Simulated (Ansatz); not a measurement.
From input file to script: CH₄ClFSSi, SMILES CS[SiH](F)Cl in Ansatz 0.2.0.

```yaml
crystal:
  periodic: [false, false, false]
  atoms:
    - { symbol: C, position_ang: [-0.6565, -1.108, -0.9083] }
    - { symbol: S, position_ang: [0.8357, -1.0253, 0.012] }
    - { symbol: Si, position_ang: [0.7215, 0.8857, 0.9698] }
    - { symbol: F, position_ang: [-0.5865, 1.0242, 1.7197] }
    - { symbol: Cl, position_ang: [0.9197, 2.3506, -0.4426] }
    - { symbol: H, position_ang: [-0.7776, -2.0009, -1.4517] }
    - { symbol: H, position_ang: [-1.5396, -0.9743, -0.2478] }
    - { symbol: H, position_ang: [-0.698, -0.2406, -1.6659] }
    - { symbol: H, position_ang: [1.8699, 1.0423, 1.9977] }
basis:
  gaussian:
    orbitals: cc-pVDZ
hamiltonian:
  xc: b3lyp
relax:
  f_tol: 0.02
```

The script, `opt_ch4clfssi.py`:
```python
"""Geometry optimisation of CH4ClFSSi."""

import itertools

import ansatz
from ase.data import atomic_numbers, covalent_radii
import numpy as np


def main() -> None:
    geometry_ang = [
        ("C", (-0.6565, -1.108, -0.9083)),
        ("S", (0.8357, -1.0253, 0.012)),
        ("Si", (0.7215, 0.8857, 0.9698)),
        ("F", (-0.5865, 1.0242, 1.7197)),
        ("Cl", (0.9197, 2.3506, -0.4426)),
        ("H", (-0.7776, -2.0009, -1.4517)),
        ("H", (-1.5396, -0.9743, -0.2478)),
        ("H", (-0.698, -0.2406, -1.6659)),
        ("H", (1.8699, 1.0423, 1.9977)),
    ]
    mol = ansatz.Crystal.molecule()
    for symbol, xyz in geometry_ang:
        mol = mol.atom(symbol, xyz)

    calculation = mol.calculation()
    calculation = calculation.basis(gaussian="cc-pVDZ").functional("b3lyp")
    symbols = [site.symbol for site in mol.cartesian_sites]
    start = np.array([site.position_ang for site in mol.cartesian_sites], dtype=float)
    def progress(event):
        if event["event"] == "relax_step":
            row = event["data"]
            print(f"step {row['step']:3d}  E = {row['lagrangian_ev']:.6f} eV  largest force component {row['allowed_force_max_ev_ang']:.4f} eV/A")


    summary = calculation.relax(force_tolerance=0.02).session().plan().execute(on_event=progress).report
    end = np.array(summary["positions_ang"])

    for key in ("converged", "free_energy_ev", "reference_energy_ev", "n_frozen", "n_occupied", "n_virtual"):
        print(f"{key:22s} {summary[key]}")

    # pairs closer than 1.2 times the sum of covalent radii, before or after
    radius = [covalent_radii[atomic_numbers[s]] for s in symbols]
    span = lambda where, i, j: np.linalg.norm(where[i] - where[j])
    bonded = [(i, j) for i, j in itertools.combinations(range(len(symbols)), 2) if min(span(start, i, j), span(end, i, j)) < 1.2 * (radius[i] + radius[j])]
    print("pair        before    after (A)")
    for i, j in bonded:
        print(f"{symbols[i]}{i}-{symbols[j]}{j}".ljust(10), f"{span(start, i, j):8.4f} {span(end, i, j):8.4f}")
    for first, second in list(itertools.combinations(bonded, 2)):
        shared = set(first) & set(second)
        if shared and symbols[(j := shared.pop())] != "H":
            i, k = sorted((set(first) | set(second)) - {j})
            u, v = end[i] - end[j], end[k] - end[j]
            angle = np.degrees(np.arccos(np.clip(u @ v / np.linalg.norm(u) / np.linalg.norm(v), -1, 1)))
            print(f"final angle {symbols[i]}{i}-{symbols[j]}{j}-{symbols[k]}{k}: {angle:.2f} deg")

    charges = summary["charge_distribution"]
    print("dipole moment", round(4.803205 * float(np.linalg.norm(charges["dipole_moment_e_ang"])), 3), "D")
    print("Mulliken:", [(s, round(q, 3)) for s, q in zip(symbols, charges["mulliken_charges_e"])])


if __name__ == "__main__":
    main()
```

```console
$ python opt_ch4clfssi.py
step   1  E = -35059.250138 eV  largest force component 5.8246 eV/A
step   2  E = -35059.717034 eV  largest force component 3.1824 eV/A
step   3  E = -35059.867572 eV  largest force component 0.8319 eV/A
step   4  E = -35059.894850 eV  largest force component 0.1746 eV/A
step   5  E = -35059.897325 eV  largest force component 0.0596 eV/A
step   6  E = -35059.898440 eV  largest force component 0.0584 eV/A
step   7  E = -35059.899166 eV  largest force component 0.0547 eV/A
step   8  E = -35059.899696 eV  largest force component 0.0313 eV/A
step   9  E = -35059.899914 eV  largest force component 0.0241 eV/A
step  10  E = -35059.900129 eV  largest force component 0.0077 eV/A
step  11  E = -35059.900292 eV  largest force component 0.0097 eV/A
converged              True
free_energy_ev         -35059.900545921315
reference_energy_ev    -35059.900545921315
n_frozen               0
n_occupied             [33, 33]
n_virtual              [69, 69]
pair        before    after (A)
C0-S1        1.7551   1.8504
C0-H5        1.0522   1.0981
C0-H6        1.1109   1.0981
C0-H7        1.1524   1.0982
S1-Si2       2.1406   2.1285
Si2-F3       1.5141   1.6461
Si2-Cl4      2.0445   2.0872
Si2-H8       1.5492   1.4817
final angle S1-C0-H5: 105.78 deg
final angle S1-C0-H6: 110.54 deg
final angle S1-C0-H7: 110.51 deg
final angle C0-S1-Si2: 100.68 deg
final angle H5-C0-H6: 109.60 deg
final angle H5-C0-H7: 109.61 deg
final angle H6-C0-H7: 110.68 deg
final angle S1-Si2-F3: 111.07 deg
final angle S1-Si2-Cl4: 112.63 deg
final angle S1-Si2-H8: 109.20 deg
final angle F3-Si2-Cl4: 104.73 deg
final angle F3-Si2-H8: 109.23 deg
final angle Cl4-Si2-H8: 109.88 deg
dipole moment 1.387 D
Mulliken: [('C', -0.133), ('S', -0.158), ('Si', 0.638), ('F', -0.3), ('Cl', -0.219), ('H', 0.068), ('H', 0.081), ('H', 0.079), ('H', -0.055)]
```

Caveats:
- These settings explore the input space; basis and method may be short of convergence.
- The end point is the stationary point reached from this start; no frequency run checks that it is a minimum, and the basis set is modest.
- b3lyp holds the VWN-RPA fit, as in Gaussian; the form of ORCA and Turbomole is b3lyp5.
- Wall time of the script: 80 s on 1 thread of Arm Neoverse V2, on a shared host, peak memory 0.32 GiB.

(Lines on the test bed's own set-up are left out of the output.)
